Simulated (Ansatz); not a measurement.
# C7H14O3SiZr: a ladder of functionals and wavefunction methods

An exercise on one series of results from a longer session: the logs are not shown, and one member is left open.

Program: Ansatz 0.2.0, Gaussian basis. Level of theory: functionals in def2-TZVPP, the program's frozen cores in correlated methods. These are calculated values, not measurements.

Levels to be run: LDA (SPW92), PBE-D4, revPBE-D4, BLYP-D4, r2SCAN-D4, B97M-V, PBE0-D4, B3LYP-D4, r2SCANh-D4, r2SCAN0-D4, HSE06-D4, BHLYP-D4, CAM-B3LYP-D4, LC-ωPBE, ωB97X-V, ωB97M-V, B2PLYP, PBE-QIDH; CCSD(T)/def2-SVP; CCSD(T)/def2-TZVPP; MP2/def2-QZVPP; extrapolation to the limit; RPA on PBE.

### The relaxed structure

All runs share one geometry, relaxed beforehand with PBE0-D4 in a triple-zeta def2 set. Zr takes the def2 core potential; no spin-orbit term is included.

26 atoms, charge 0, spin multiplicity 1.

Atoms are counted from 1 here; the program's logs count them from 0.

Bond lengths: C1–O2 1.383 Å, C1–H13 1.099 Å, C1–H14 1.096 Å, C1–H15 1.096 Å, O2–Zr3 1.931 Å, Zr3–O4 1.949 Å, Zr3–O5 1.933 Å, Zr3–C7 2.552 Å, Zr3–C8 2.560 Å, Zr3–C9 2.540 Å, Zr3–C10 2.523 Å, Zr3–C12 2.531 Å, O4–H16 0.953 Å, O5–C6 1.383 Å, C6–H17 1.096 Å, C6–H18 1.096 Å, C6–H19 1.099 Å, C7–C8 1.415 Å and more. Angles: O2–C1–H13 111.4°, O2–C1–H14 110.7°, O2–C1–H15 110.7°, H13–C1–H14 107.8°, H13–C1–H15 107.9°, H14–C1–H15 108.1°, C1–O2–Zr3 162.1°, O2–Zr3–O4 105.8°, O2–Zr3–O5 106.4°, O2–Zr3–C7 104.7°, O2–Zr3–C8 135.9°, O2–Zr3–C9 131.5°, O2–Zr3–C10 98.9°, O2–Zr3–C12 84.7°, O4–Zr3–O5 106.4°, O4–Zr3–C7 139.4°, O4–Zr3–C8 110.1°, O4–Zr3–C9 86.4° and more.

Set-up of the first run:

The input, in.yaml:

```yaml
crystal:
  periodic: [false, false, false]
  atoms:
    - {symbol: C, position_ang: [-1.886591, 0.139262, -2.573488]}
    - {symbol: O, position_ang: [-1.622445, 0.098177, -1.216964]}
    - {symbol: Zr, position_ang: [-0.697863, -0.047814, 0.471617]}
    - {symbol: O, position_ang: [-1.272525, -1.741176, 1.246754]}
    - {symbol: O, position_ang: [-1.412809, 1.343962, 1.606578]}
    - {symbol: C, position_ang: [-1.462932, 2.457632, 2.424823]}
    - {symbol: C, position_ang: [1.438552, 1.312249, 0.157999]}
    - {symbol: C, position_ang: [1.617727, 0.587451, 1.360089]}
    - {symbol: C, position_ang: [1.668780, -0.776919, 1.036850]}
    - {symbol: C, position_ang: [1.512785, -0.925015, -0.370231]}
    - {symbol: Si, position_ang: [1.524065, -2.518013, -1.318788]}
    - {symbol: C, position_ang: [1.385394, 0.388756, -0.898731]}
    - {symbol: H, position_ang: [-0.962681, 0.240106, -3.159224]}
    - {symbol: H, position_ang: [-2.391259, -0.778088, -2.898799]}
    - {symbol: H, position_ang: [-2.535183, 0.989139, -2.816572]}
    - {symbol: H, position_ang: [-1.073015, -2.642678, 1.481358]}
    - {symbol: H, position_ang: [-1.870209, 2.197515, 3.409031]}
    - {symbol: H, position_ang: [-2.103648, 3.232618, 1.987589]}
    - {symbol: H, position_ang: [-0.464392, 2.890748, 2.575804]}
    - {symbol: H, position_ang: [1.340411, 2.385189, 0.072640]}
    - {symbol: H, position_ang: [1.678260, 1.010269, 2.352717]}
    - {symbol: H, position_ang: [1.773598, -1.587546, 1.743763]}
    - {symbol: H, position_ang: [1.133910, -3.631053, -0.413352]}
    - {symbol: H, position_ang: [2.876988, -2.812106, -1.863834]}
    - {symbol: H, position_ang: [0.570671, -2.446913, -2.457086]}
    - {symbol: H, position_ang: [1.234411, 0.634230, -1.940545]}
basis:
  gaussian: {orbitals: def2-TZVPP}
hamiltonian: {xc: lda}
output: {orbitals: {seedname: orbitals}}
```

Started as:

```console
$ ansatz run in.yaml --threads 11 --pin off --events-out ev --progress --plain --max-ram 110592MiB --backend cuda --devices 0, --max-vram 75GiB
```

Among the steps run: LDA; PBE-D4 (GGA); revPBE-D4 (GGA); BLYP-D4 (GGA); r2SCAN-D4 (meta-GGA); B97M-V (meta-GGA); B3LYP-D4 (hybrid); r2SCANh-D4 (hybrid); r2SCAN0-D4 (hybrid); HSE06-D4 (hybrid); BHLYP-D4 (hybrid); CAM-B3LYP-D4 (range-separated); LC-ωPBE (range-separated); ωB97X-V (range-separated); ωB97M-V (range-separated); B2PLYP (double hybrid); PBE-QIDH (double hybrid).

One table of the session follows, with a row left open; its other results are not shown here.

It belongs to the step «Orbital energies across the functionals». 

| functional | HOMO (eV) | gap (eV) |
| --- | --- | --- |
| LDA (SPW92) | -6.05 | 4.67 |
| PBE-D4 | -5.88 | 4.73 |
| revPBE-D4 | -5.82 | 4.76 |
| BLYP-D4 | -5.74 | 4.76 |
| r2SCAN-D4 | -6.13 | 5.13 |
| B97M-V | -6.24 | 5.19 |
| PBE0-D4 | -7.08 | 6.77 |
| B3LYP-D4 | -6.85 | 6.37 |
| r2SCANh-D4 | -6.59 | 5.90 |
| r2SCAN0-D4 | -7.24 | 7.01 |
| HSE06-D4 | -6.69 | 6.01 |
| BHLYP-D4 | -8.02 | 8.71 |
| CAM-B3LYP-D4 | -8.30 | 9.09 |
| LC-ωPBE | ? | ? |
| ωB97X-V | -9.26 | 10.98 |
| ωB97M-V | -9.19 | 10.36 |

Estimate the missing values for LC-ωPBE.

The run gave: HOMO (eV): -9.58; gap (eV): 11.42. In the column «HOMO (eV)» it is the lowest.
